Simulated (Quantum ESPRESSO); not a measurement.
Here is a Quantum ESPRESSO 7.5 calculation.

Contents of pw.in:

```
&CONTROL
  calculation = 'vc-relax'
  prefix = 'pwscf'
  outdir = './tmp'
  pseudo_dir = './pseudo'
  tprnfor = .true.
  tstress = .true.
  disk_io = 'low'
  nstep = 40
  forc_conv_thr = 0.0004
  etot_conv_thr = 1d-05
/
&SYSTEM
  ibrav = 0
  nat = 2
  ntyp = 1
  ecutwfc = 45
  ecutrho = 360
  nbnd = 19
  occupations = 'smearing'
  smearing = 'gaussian'
  degauss = 0.00734986
/
&ELECTRONS
  conv_thr = 4d-10
  electron_maxstep = 120
  mixing_beta = 0.5
/
&IONS
  ion_dynamics = 'bfgs'
/
&CELL
  cell_dynamics = 'bfgs'
  press = 300
  press_conv_thr = 0.3
/
ATOMIC_SPECIES
Hf   178.4900 hf_pbesol_v1.uspp.F.UPF
CELL_PARAMETERS angstrom
   3.1975000000    0.0000000000    0.0000000000
  -1.5987500000    2.7691162286    0.0000000000
   0.0000000000    0.0000000000    5.0500000000
ATOMIC_POSITIONS crystal
Hf     0.3333333333    0.6666666667    0.2500000000
Hf     0.6666666667    0.3333333333    0.7500000000
K_POINTS automatic
21 21 12 0 0 0
```

Potentials or basis: GBRV 1.5 PBEsol.

Launch:

```console
$ OMP_NUM_THREADS=1 pw.x -in pw.in > pw.out
```

(1) What does it give for the band gap on the k mesh?

(2) What does it give for the space group after relaxing (to 0.05 Å)?

(3) Predict the relaxed volume.

(4) What does it give for the relaxed cell?

## Answers

(1) none (metal or under the smearing width).

(2) P6_3/mmc (No. 194).

(3) 17.90 Å³/atom.

(4) a = 2.954 Å, b = 2.954 Å, c = 4.735 Å, α = 90.00°, β = 90.00°, γ = 120.00°.

Caveat: the volume moved by over 15 % at a fixed basis, so the end points are rough.
